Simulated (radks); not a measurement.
# La⁶⁺ in [Kr] 4d10 5s2 5p3: an all-electron calculation

One table from this session's results is given with a row withheld; the runs are named, their logs left out.

Program: radks (a radial shooting solver on a logarithmic mesh, Libxc functionals) version 1. Level of theory: Dirac Kohn-Sham, PBE, spin-unpolarised, spherical densities, point nucleus; open shells fill j = l - 1/2 first. These are calculated values, not measurements, unless marked.

## The atom as given

- element: lanthanum (Z = 57)
- charge: +6
- electrons: 51
- configuration: [Kr] 4d10 5s2 5p3

The first run:

The run's settings:

```text
Z 57
configuration [Kr] 4d10 5s2 5p3
relativity Dirac
functional pbe,pbe
spin unpolarised
j_filling energy
nucleus point
c 137.035999084
```

Command:

```bash
$ python run_ks.py task.json out
```

The same process makes all the runs of this session.

One of the session's tables, all rows but one given; the rest of the session is left out.

It belongs to the step «Shells». From the orbitals of this run (lengths in bohr):

```
level      <r>  outermost maximum (interpolated)  90 % within  nodes
1s1/2  0.02507                            0.0161       0.0452      0
2s1/2   0.1070                            0.0911        0.166      1
2p1/2  0.08990                            0.0695        0.148      0
2p3/2  0.09600                            0.0747        0.156      0
3s1/2   0.2848                             0.261        0.419      2
3p1/2   0.2746                             0.247        0.413      1
3p3/2   0.2866                             0.258        0.430      1
3d3/2   0.2577                             0.208        0.404      0
3d5/2   0.2614                             0.211        0.409      0
4s1/2        ?                                 ?            ?      ?
4p1/2   0.6730                             0.619        0.979      2
4p3/2   0.6996                             0.643         1.02      2
4d3/2   0.7565                             0.666         1.13      1
4d5/2   0.7657                             0.674         1.15      1
5s1/2    1.466                              1.37         2.07      4
5p1/2    1.588                              1.47         2.26      3
5p3/2    1.641                              1.52         2.33      3
```

Q: Estimate the row for 4s1/2 from the others.

As computed: <r>: 0.6531; outermost maximum (interpolated): 0.608; 90 % within: 0.938; nodes: 3. In the column «<r>» it lies between 3p3/2 (0.2866) and 4p1/2 (0.6730).

Limits of these values: Spin polarisation and multiplet splitting are left out.
